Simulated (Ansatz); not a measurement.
**CH₁₀Si₃: a ladder of functionals and wavefunction methods**

One table from this session's results is given with a row withheld; the runs are named, their logs left out.

Method: functionals in def2-TZVPP, the program's frozen cores in correlated methods; program: Ansatz 0.2.0, Gaussian basis.

Levels to be run: LDA (SPW92), PBE-D4, revPBE-D4, BLYP-D4, r2SCAN-D4, B97M-V, PBE0-D4, B3LYP-D4, r2SCANh-D4, r2SCAN0-D4, HSE06-D4, BHLYP-D4, CAM-B3LYP-D4, LC-ωPBE, ωB97X-V, ωB97M-V, B2PLYP, PBE-QIDH; CCSD(T)/def2-SVP; CCSD(T)/def2-TZVPP; MP2/def2-QZVPP; extrapolation to the limit; RPA on PBE.

### The geometry

An earlier PBE0-D4 in a triple-zeta def2 set relaxation fixed the geometry.

14 atoms, charge 0, spin multiplicity 1.

Atoms are counted from 1 here; the program's logs count them from 0.

Bond lengths: Si1–C2 1.874 Å, Si1–H5 1.487 Å, Si1–H6 1.487 Å, Si1–H7 1.489 Å, C2–Si3 1.874 Å, C2–Si4 1.874 Å, C2–H8 1.097 Å, Si3–H9 1.487 Å, Si3–H10 1.489 Å, Si3–H11 1.487 Å, Si4–H12 1.489 Å, Si4–H13 1.487 Å, Si4–H14 1.487 Å. Angles: C2–Si1–H5 109.4°, C2–Si1–H6 110.5°, C2–Si1–H7 111.1°, H5–Si1–H6 108.7°, H5–Si1–H7 108.4°, H6–Si1–H7 108.7°, Si1–C2–Si3 111.0°, Si1–C2–Si4 111.0°, Si1–C2–H8 107.9°, Si3–C2–Si4 111.0°, Si3–C2–H8 107.9°, Si4–C2–H8 107.9°, C2–Si3–H9 109.4°, C2–Si3–H10 111.1°, C2–Si3–H11 110.5°, H9–Si3–H10 108.4°, H9–Si3–H11 108.8°, H10–Si3–H11 108.7° and more.

The first run:

Input file in.yaml:

```yaml
crystal:
  periodic: [false, false, false]
  atoms:
    - {symbol: Si, position_ang: [-0.868246, 1.540613, 0.229376]}
    - {symbol: C, position_ang: [-0.407605, -0.211884, -0.247596]}
    - {symbol: Si, position_ang: [1.055709, -0.227911, -1.417795]}
    - {symbol: Si, position_ang: [-0.065587, -1.254599, 1.271187]}
    - {symbol: H, position_ang: [0.099742, 2.048137, 1.238356]}
    - {symbol: H, position_ang: [-2.233998, 1.578912, 0.815842]}
    - {symbol: H, position_ang: [-0.831027, 2.444479, -0.952982]}
    - {symbol: H, position_ang: [-1.263551, -0.653513, -0.773145]}
    - {symbol: H, position_ang: [2.118816, 0.669155, -0.890880]}
    - {symbol: H, position_ang: [1.620998, -1.598866, -1.549146]}
    - {symbol: H, position_ang: [0.650243, 0.251597, -2.765538]}
    - {symbol: H, position_ang: [-1.073495, -0.996344, 2.335951]}
    - {symbol: H, position_ang: [-0.095208, -2.700861, 0.927511]}
    - {symbol: H, position_ang: [1.280311, -0.918215, 1.807857]}
basis:
  gaussian: {orbitals: def2-TZVPP}
hamiltonian: {xc: lda}
output: {orbitals: {seedname: orbitals}}
```

Steps of the session up to this table: LDA; PBE-D4 (GGA); revPBE-D4 (GGA); BLYP-D4 (GGA); r2SCAN-D4 (meta-GGA); B97M-V (meta-GGA); PBE0-D4 (hybrid); B3LYP-D4 (hybrid); r2SCANh-D4 (hybrid); r2SCAN0-D4 (hybrid); HSE06-D4 (hybrid); BHLYP-D4 (hybrid); CAM-B3LYP-D4 (range-separated); LC-ωPBE (range-separated); ωB97X-V (range-separated); ωB97M-V (range-separated); B2PLYP (double hybrid); PBE-QIDH (double hybrid).

One table of the session follows, with a row left open; its other results are not shown here.

It belongs to the step «Orbital energies across the functionals». 

| functional | HOMO (eV) | gap (eV) |
| --- | --- | --- |
| LDA (SPW92) | -7.60 | 6.47 |
| PBE-D4 | -7.55 | 6.66 |
| revPBE-D4 | -7.51 | 6.75 |
| BLYP-D4 | -7.43 | 6.70 |
| r2SCAN-D4 | -7.83 | 7.34 |
| B97M-V | -8.02 | 7.20 |
| PBE0-D4 | -8.77 | 8.70 |
| B3LYP-D4 | -8.57 | 8.31 |
| r2SCANh-D4 | -8.28 | 8.05 |
| r2SCAN0-D4 | -8.96 | 9.12 |
| HSE06-D4 | ? | ? |
| BHLYP-D4 | -9.92 | 10.68 |
| CAM-B3LYP-D4 | -10.10 | 10.99 |
| LC-ωPBE | -11.44 | 13.47 |
| ωB97X-V | -11.11 | 12.97 |
| ωB97M-V | -10.94 | 12.46 |

Q: Estimate the row for HSE06-D4 from the others.

As computed: HOMO (eV): -8.37; gap (eV): 7.93. In the column «HOMO (eV)» it lies between B3LYP-D4 (-8.57) and r2SCANh-D4 (-8.28).
